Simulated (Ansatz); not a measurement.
Consider a ladder of basis sets of FGeH2S, SMILES [F][GeH][SH] (the Python package of Ansatz (0.2.0)).

`basis_fgeh2s.py`:
```python
import ansatz as az

mol = (
    az.Crystal.molecule()
    .atom("F", (-1.2954, -0.4784, 1.2903))
    .atom("Ge", (-0.51, -0.7231, -0.2389))
    .atom("S", (1.6034, -0.1787, -0.0268))
    .atom("H", (-1.0686, 0.1608, -1.3552))
    .atom("H", (1.3206, 1.1458, 0.2892))
)

calc = (
    mol.calculation()
    .functional("PBE0")
    .spin("collinear", total=1)
)

energies = {}
for basis in ["def2-SVP", "def2-SVPD", "def2-TZVP", "def2-TZVPP"]:
    summary = calc.basis(gaussian=basis).run(threads=1, backend="cpu").report
    size = summary["n_frozen"] + summary["n_occupied"][0] + summary["n_virtual"][0]
    energies[basis] = (summary["reference_energy_ev"] / 27.211386246, summary["free_energy_ev"] / 27.211386246)
    print(f"{basis:14s} {size:4d} orbitals  reference {energies[basis][0]:14.6f} Ha  total {energies[basis][1]:14.6f} Ha")

last = energies["def2-TZVPP"][1]
for basis, (_, total) in energies.items():
    print(f"{basis:14s} lies {27.211386 * (total - last):9.4f} eV above def2-TZVPP")
```

How far does the total energy move along this ladder of basis sets?

Against def2-SVP: def2-SVPD -18.8 mHa, def2-TZVP -529.9 mHa and def2-TZVPP -530.9 mHa. The last step alone is -0.96 mHa (these two sets differ little on atoms other than hydrogen). From the first set to the last the time grows from 3.6 to 7.0 s.

What the script printed:

`python basis_fgeh2s.py` gives:
```text
def2-SVP         74 orbitals  reference   -2575.288726 Ha  total   -2575.288726 Ha
def2-SVPD       104 orbitals  reference   -2575.307514 Ha  total   -2575.307514 Ha
def2-TZVP       128 orbitals  reference   -2575.818625 Ha  total   -2575.818625 Ha
def2-TZVPP      149 orbitals  reference   -2575.819582 Ha  total   -2575.819582 Ha
def2-SVP       lies   14.4453 eV above def2-TZVPP
def2-SVPD      lies   13.9341 eV above def2-TZVPP
def2-TZVP      lies    0.0260 eV above def2-TZVPP
def2-TZVPP     lies    0.0000 eV above def2-TZVPP
```

Notes:
- The drop along the ladder measures the basis error, and is no property of the molecule.
- The geometry is a force-field or estimated start, not a minimum of this method, and the last set is no limit. Much of the fall in a total is atomic energy, which cancels in bond and reaction energies.
- The species is open-shell (spin multiplicity 2).
- Wall time of the script: 23 s on 1 thread of Arm Neoverse V1, on a shared host, peak memory 0.45 GiB.
